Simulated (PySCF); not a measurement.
Crystal: CGeFH5, in a box.

```
CELL_PARAMETERS angstrom
12.00000 0.00000 0.00000
0.00000 13.00000 0.00000
0.00000 0.00000 12.00000
ATOMIC_POSITIONS crystal
C 0.44132 0.57370 0.45936
Ge 0.53019 0.45650 0.50432
F 0.61092 0.49732 0.61722
H 0.38871 0.55347 0.38845
H 0.49555 0.63727 0.43545
H 0.38823 0.59825 0.52814
H 0.61393 0.42156 0.41503
H 0.46049 0.36596 0.54834
```

Program: PySCF 2.14.0. Alike in all runs: task atomic charges; potentials or basis pob-tzvp-rev2 (all-electron); no spin polarisation; cell as given; k mesh 1 × 1 × 1; smearing fixed.

Order these runs on this cell by their band gap on the k mesh, lowest first.
A. level r2SCAN+D4; three-body dispersion term yes
B. level B3PW91+D4; three-body dispersion term yes; exxdiv ewald
C. level SCAN0; exxdiv ewald

A (8.57 eV), B (9.93 eV), C (10.78 eV).

Caveats: this is a molecule in a periodic box at the Γ point, so its band gap is the HOMO-LUMO gap; relativity is left out, which matters for the heavier elements; the basis of atomic orbitals isn't converged, which shifts pressures, moduli and gaps; this basis is made for solids and lacks diffuse functions, so gaps of a molecule come out too wide by an eV or more.

A k mesh can miss the band edges.

Not every run made on this cell is shown here.
